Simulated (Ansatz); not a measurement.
# CH6AuNO: the cost of one run

All numbers below are computed with Ansatz 0.2.0 (UHF/def2-SVP).

## 1. The starting structure

Bond lengths: C1–O2 1.383 Å, O2–Au3 1.984 Å, Au3–N4 2.103 Å, C1–H5 1.102 Å, C1–H6 1.102 Å, C1–H7 1.098 Å, N4–H8 1.014 Å, N4–H9 1.013 Å, N4–H10 1.014 Å. Angles: C1–O2–Au3 121.3°, O2–C1–H5 112.9°, O2–C1–H6 112.9°, O2–C1–H7 108.0°, H5–C1–H6 107.4°, H5–C1–H7 107.8°, H6–C1–H7 107.7°, O2–Au3–N4 176.6°, Au3–N4–H8 110.3°, Au3–N4–H9 110.8°, Au3–N4–H10 109.5°, H8–N4–H9 108.8°, H8–N4–H10 108.7°, H9–N4–H10 108.7°.

Structure file:

```xyz
10

C    -0.3917    1.8267   -1.4978
O     0.6943    1.2162   -0.8983
Au    0.4627   -0.3389    0.3117
N     0.3398   -1.9822    1.6181
H    -0.9542    1.1470   -2.1588
H    -1.1063    2.2436   -0.7695
H    -0.0173    2.6568   -2.1116
H     0.2774   -1.6646    2.5788
H    -0.4739   -2.5485    1.4081
H     1.1693   -2.5562    1.5193
```

## 2. End point A

input.yaml reads:

```yaml
crystal:
  periodic: [false, false, false]
  atoms:
    - { symbol: C, position_ang: [-0.39174, 1.82673, -1.49783] }
    - { symbol: O, position_ang: [0.69425, 1.21624, -0.8983] }
    - { symbol: Au, position_ang: [0.4627, -0.33886, 0.3117] }
    - { symbol: "N", position_ang: [0.33977, -1.98221, 1.61814] }
    - { symbol: H, position_ang: [-0.95416, 1.14698, -2.1588] }
    - { symbol: H, position_ang: [-1.10631, 2.24362, -0.76946] }
    - { symbol: H, position_ang: [-0.01734, 2.65676, -2.1116] }
    - { symbol: H, position_ang: [0.27737, -1.66457, 2.57876] }
    - { symbol: H, position_ang: [-0.47389, -2.54852, 1.40812] }
    - { symbol: H, position_ang: [1.16934, -2.55617, 1.51928] }
magnetization:
  spin_polarized: true
basis:
  gaussian: { orbitals: def2-SVP }
hamiltonian:
  xc: hf
relax:
  f_tol: 0.02
  max_steps: 50
```

Launch:

```
$ ansatz run input.yaml --threads 2 --pin off --max-ram 3072MiB --backend cpu --events-out ev --progress --plain --runs-dir out
```

**Question.** How long does this run take on 2 threads of AMD EPYC 9R45 (Zen 5), shared host, and how much memory does it need?

About 3.9 s, with a peak of 0.28 GiB.
